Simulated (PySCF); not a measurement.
# H2S2Sm (Sm(SH)2+): the cost of one run

Method: several levels, as the steps say, no spin–orbit coupling; program: PySCF 2.14.0.

3 further runs of the same task are left out: 2 for a known fault of the program, 1 that didn't finish. Runs told in other sessions of the task aren't counted.

**1. Where the work starts**

5 atoms, charge 1, spin multiplicity 1.

Bond lengths: Sm1–S2 2.542 Å, Sm1–S4 2.542 Å, S2–H3 1.368 Å, S4–H5 1.368 Å. Angles: S2–Sm1–S4 109.8°, Sm1–S2–H3 98.1°, Sm1–S4–H5 98.1°.

As a file:

```xyz
5
charge 1, multiplicity 1
Sm   -1.1477    1.0194   -0.2832
S    -0.0724    0.6210    1.9859
H     0.8238   -0.3413    1.6087
S    -0.0724   -0.4923   -2.0216
H     0.8238   -1.1221   -1.2022
```

Formal oxidation states: Sm +3. Each metal's 5 4f electrons lie in its core potential, so multiplicities, spins and levels count the valence alone. An earlier session relaxed this geometry at BP86, Sm lcecp-1-SVP with ECP51, S def2-SVP, H def2-SVP (singlet, point group C2v).

At BP86 on the finer grid: E = -832.043668 Eh, HOMO -11.10 eV, LUMO -7.99 eV, Mulliken charge on Sm1 +1.04 e, largest force component 0.008 eV/Å. 

Levels to run: wB97X; BLYP; TPSSh; M06-L; BP86, TZVP. Hardware: 2 threads of Arm Neoverse V2, shared host.

**2. wB97X**

The input, run.py (the lines that set the calculation):

```python
mol = gto.M(atom='''
Sm    -1.14770     1.01938    -0.28318
S     -0.07242     0.62095     1.98586
H      0.82381    -0.34127     1.60874
S     -0.07242    -0.49231    -2.02160
H      0.82381    -1.12215    -1.20221''',
    basis={'Sm': 'lcecp-1-SVP', 'S': 'def2-SVP', 'H': 'def2-SVP'},
    ecp={'Sm': 'lcecp-1-SVP'},
    charge=1, spin=0)
mf = dft.RKS(mol, xc='WB97X')
mf.grids.atom_grid = (75, 302)  # f atoms: unpruned, at least (60, 302)
mf = mf.density_fit()  # fitting sets: Sm AutoAux, S def2-universal-JKFIT, H def2-universal-JKFIT
mf.conv_tol = 1e-08; mf.max_cycle = 55
mf.kernel(dm0)  # dm0: the density of the relaxed state
```

Run with:

```sh
OMP_NUM_THREADS=2 python run.py
```

**Question.** How long does this run take on 2 threads of Arm Neoverse V2, shared host?

About 3.2 s.
